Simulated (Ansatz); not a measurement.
# F₂GaH₄NSi: up Jacob's ladder to CCSD(T)

Aim: compute F₂GaH₄NSi with functionals from several rungs and with coupled cluster, and see how far each lands from CCSD(T) at the basis-set limit for the atomisation energy.

Method: functionals in def2-TZVPP, the program's frozen cores in correlated methods; program: Ansatz 0.2.0, Gaussian basis.

The runs, in order: LDA (SPW92), PBE-D4, revPBE-D4, BLYP-D4, r2SCAN-D4, B97M-V, PBE0-D4, B3LYP-D4, r2SCANh-D4, r2SCAN0-D4, HSE06-D4, BHLYP-D4, CAM-B3LYP-D4, LC-ωPBE, ωB97X-V, ωB97M-V, B2PLYP, PBE-QIDH; CCSD(T)/def2-SVP; CCSD(T)/def2-TZVPP; MP2/def2-QZVPP; extrapolation to the limit; RPA on PBE.

## 1. The geometry

An earlier PBE0-D4 in a triple-zeta def2 set relaxation fixed the geometry.

SMILES `[NH2][Ga]([F])[SiH2]F`, 9 atoms, charge 0, spin multiplicity 1.

Atoms are counted from 1 here; the program's logs count them from 0.

Bond lengths: N1–Ga2 1.802 Å, N1–H6 1.005 Å, N1–H7 1.006 Å, Ga2–F3 1.766 Å, Ga2–Si4 2.397 Å, Si4–F5 1.608 Å, Si4–H8 1.485 Å, Si4–H9 1.485 Å. Angles: Ga2–N1–H6 124.4°, Ga2–N1–H7 122.8°, H6–N1–H7 112.8°, N1–Ga2–F3 111.9°, N1–Ga2–Si4 130.8°, F3–Ga2–Si4 117.3°, Ga2–Si4–F5 108.8°, Ga2–Si4–H8 111.5°, Ga2–Si4–H9 111.6°, F5–Si4–H8 107.9°, F5–Si4–H9 107.9°, H8–Si4–H9 109.0°.

## 2. LDA

This LDA is Slater exchange with PW92 correlation.

The input, in.yaml:

```yaml
crystal:
  periodic: [false, false, false]
  atoms:
    - {symbol: N, position_ang: [1.489759, 0.659876, -1.328192]}
    - {symbol: Ga, position_ang: [0.622111, -0.451500, -0.205792]}
    - {symbol: F, position_ang: [1.459109, -1.997086, -0.032451]}
    - {symbol: Si, position_ang: [-1.407407, -0.155447, 1.035004]}
    - {symbol: F, position_ang: [-1.994768, 1.309095, 0.726592]}
    - {symbol: H, position_ang: [1.179151, 1.586762, -1.561437]}
    - {symbol: H, position_ang: [2.347908, 0.408566, -1.789602]}
    - {symbol: H, position_ang: [-2.435283, -1.152112, 0.641204]}
    - {symbol: H, position_ang: [-1.171882, -0.254455, 2.497776]}
basis:
  gaussian: {orbitals: def2-TZVPP}
hamiltonian: {xc: lda}
output: {orbitals: {seedname: orbitals}}
```

Started as:

```bash
ansatz run in.yaml --threads 4 --pin off --events-out ev --progress --plain --max-ram 10444MiB
```

The runs that follow: PBE-D4 (GGA); revPBE-D4 (GGA); BLYP-D4 (GGA); r2SCAN-D4 (meta-GGA); B97M-V (meta-GGA); PBE0-D4 (hybrid); B3LYP-D4 (hybrid); r2SCANh-D4 (hybrid); r2SCAN0-D4 (hybrid); HSE06-D4 (hybrid); BHLYP-D4 (hybrid); CAM-B3LYP-D4 (range-separated); LC-ωPBE (range-separated); ωB97X-V (range-separated); ωB97M-V (range-separated); B2PLYP (double hybrid); PBE-QIDH (double hybrid); CCSD(T) in def2-SVP; CCSD(T) in def2-TZVPP; MP2 in def2-QZVPP; RPA on PBE orbitals.

**Question.** What will the summary of the whole plan be? Wanted: atomisation energy, CCSD(T)/CBS; farthest beyond LDA; mean size of error, GGA; mean size of error, meta-GGA; mean size of error, hybrid; mean size of error, range-separated; mean size of error, double hybrid; gap, smallest and largest; T1 diagnostic.

The runs gave:

| quantity | value |
| --- | --- |
| atomisation energy, CCSD(T)/CBS | 31.199 eV |
| functionals within 0.312 eV (1.0 %) | PBE-D4, r2SCAN-D4, B97M-V, CAM-B3LYP-D4, LC-ωPBE, ωB97X-V, ωB97M-V |
| farthest beyond LDA | BHLYP-D4 (-1.411 eV) |
| mean size of error, GGA | 0.419 eV |
| mean size of error, meta-GGA | 0.248 eV |
| mean size of error, hybrid | 0.765 eV |
| mean size of error, range-separated | 0.144 eV |
| mean size of error, double hybrid | 0.604 eV |
| gap, smallest and largest | 4.45 eV (BLYP-D4), 11.55 eV (LC-ωPBE) |
| T1 diagnostic | 0.0138 |
| triples share of the correlation energy | 3.3 % |

**Reading.** LDA overbinds by 4.292 eV (14 %). PBE-D4 misses by +0.078 eV. Double hybrids carry the basis error of their MP2 part in triple zeta, and no dispersion term here, so their miss is partly the set-up's. The rungs range-separated, meta-GGA miss on average by less than the doubt on the reference (0.312 eV), so they tie. Misses under about 0.312 eV are within the doubt on the reference itself, which lacks core-valence correlation, relativity and higher excitations, and its outer-core shells are covered unevenly. Hartree-Fock recovers 70 % of the binding; the rest is correlation. CCSD(T) in def2-SVP is off by -2.620 eV, which most functionals beat. The gap grows from 4.4 to 11.6 eV across the functionals, mostly with the share of exact exchange. Correlated methods include outer-core shells of Ga, which these sets cover unevenly.
